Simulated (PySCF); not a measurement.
# Er(SH)3: other functionals and bases at one geometry

Aim: see how levels, charges and forces of Er(SH)3 depend on the level of theory. The structure is generated, not taken from experiment.

Computed with PySCF 2.14.0. Level: several levels, as the steps say, no spin–orbit coupling.

1 further run of the same task is left out (for a known fault of the program).

## (1) The system as given

7 atoms, charge 0, spin multiplicity 1.

Bond lengths: Er1–S2 2.553 Å, Er1–S4 2.553 Å, Er1–S6 2.553 Å, S2–H3 1.355 Å, S4–H5 1.355 Å, S6–H7 1.355 Å. Angles: S2–Er1–S4 120.0°, S2–Er1–S6 120.0°, S4–Er1–S6 120.0°, Er1–S2–H3 94.1°, Er1–S4–H5 94.1°, Er1–S6–H7 94.1°.

Geometry (Å):

```mol
ErH3S3
  3D, bonds by distance, orders not assigned

  7  6  0  0  0  0  0  0  0  0999 V2000
    0.0000   -0.0000    0.8576 Er  0  0
    2.5169    0.4237    0.9006 S   0  0
    2.8352   -0.8928    0.9433 H   0  0
   -1.6254    1.9679    0.9006 S   0  0
   -0.6444    2.9018    0.9433 H   0  0
   -0.8915   -2.3916    0.9006 S   0  0
   -2.1908   -2.0090    0.9433 H   0  0
  1  2  8  0
  1  4  8  0
  1  6  8  0
  2  3  8  0
  4  5  8  0
  6  7  8  0
M  END
```

Formal oxidation states: Er +3. Each metal's 11 4f electrons lie in its core potential, so multiplicities, spins and levels count the valence alone. An earlier session relaxed this geometry at PBE0, Er lcecp-1-SVP with ECP57, S def2-SVP, H def2-SVP (singlet, point group C3).

At PBE0 on the finer grid: E = -1233.979851 Eh, HOMO -7.50 eV, LUMO -2.44 eV, Mulliken charge on Er1 +0.82 e, largest force component 0.005 eV/Å. 

Levels to run: TPSSh; B3LYP; PBE0, TZVP. Hardware: 2 threads of Arm Neoverse V1, shared host.

## (2) TPSSh

Input file run.py (the lines that set the calculation):

```python
mol = gto.M(atom='''
Er     0.00000     0.00000     0.85756
S      2.51690     0.42369     0.90057
H      2.83522    -0.89278     0.94331
S     -1.62538     1.96786     0.90057
H     -0.64444     2.90176     0.94331
S     -0.89153    -2.39155     0.90057
H     -2.19077    -2.00898     0.94331''',
    basis={'Er': 'lcecp-1-SVP', 'S': 'def2-SVP', 'H': 'def2-SVP'},
    ecp={'Er': 'lcecp-1-SVP'},
    charge=0, spin=0)
mf = dft.RKS(mol, xc='TPSSH')
mf.grids.atom_grid = (75, 302)  # f atoms: unpruned, at least (60, 302)
mf = mf.density_fit()  # fitting sets: Er AutoAux, S def2-universal-JKFIT, H def2-universal-JKFIT
mf.conv_tol = 1e-08; mf.max_cycle = 55
mf.kernel(dm0)  # dm0: the density of the relaxed state
```

Started as:

```
OMP_NUM_THREADS=2 python run.py
```

## (3) B3LYP

Edit run.py (the lines that set the calculation) of step 2 so:

```diff
@@ -11,3 +11,3 @@
     charge=0, spin=0)
-mf = dft.RKS(mol, xc='TPSSH')
+mf = dft.RKS(mol, xc='B3LYP')
 mf.grids.atom_grid = (75, 302)  # f atoms: unpruned, at least (60, 302)
```

## (4) PBE0, TZVP

Basis: Er lcecp-1-TZVP with ECP57, S def2-TZVP, H def2-TZVP. 

Input file run.py (the lines that set the calculation):

```python
mol = gto.M(atom='''
Er     0.00000     0.00000     0.85756
S      2.51690     0.42369     0.90057
H      2.83522    -0.89278     0.94331
S     -1.62538     1.96786     0.90057
H     -0.64444     2.90176     0.94331
S     -0.89153    -2.39155     0.90057
H     -2.19077    -2.00898     0.94331''',
    basis={'Er': 'lcecp-1-TZVP', 'S': 'def2-TZVP', 'H': 'def2-TZVP'},
    ecp={'Er': 'lcecp-1-TZVP'},
    charge=0, spin=0)
mf = dft.RKS(mol, xc='PBE0')
mf.grids.atom_grid = (75, 302)  # f atoms: unpruned, at least (60, 302)
mf = mf.density_fit()  # fitting sets: Er AutoAux, S def2-universal-JKFIT, H def2-universal-JKFIT
mf.conv_tol = 1e-08; mf.max_cycle = 55
mf.kernel(dm0)  # dm0: free metal ions and neutral atoms
```

**Question.** What will these runs give? Wanted: for each run, HOMO; gap; charge on Er1; dipole; largest force.

The runs gave:

| level | state | HOMO (eV) | gap (eV) | charge on Er1 (e) | dipole (D) | largest force (eV/Å) | basis functions | time |
| --- | --- | --- | --- | --- | --- | --- | --- | --- |
| PBE0 (relaxed here) | singlet | -7.50 | 5.06 | 0.82 | 0.18 | 0.00 | 102 | 17 s |
| TPSSh | singlet | -6.89 | 4.24 | 0.85 | 0.18 | 0.14 | 102 | 9 s |
| B3LYP | singlet | -7.18 | 4.47 | 0.72 | 0.18 | 0.19 | 102 | 6.5 s |
| PBE0, TZVP | singlet | -7.56 | 5.12 | 1.24 | 0.20 | 0.21 | 176 | 17 s |

Times are on 2 threads of Arm Neoverse V1, shared host; the first row also made further properties.

In one basis the HOMO–LUMO gap runs from 4.24 eV (TPSSh) to 5.06 eV (PBE0). The largest leftover force, 0.21 eV/Å with PBE0, TZVP, stands at a geometry relaxed at another level. The Mulliken charge on Er spans +0.72 to +1.24 e over the levels. With 4f in the core, its levels are missing from HOMO and gap. Total energies of different levels can't be compared. Spin–orbit coupling is left out throughout.
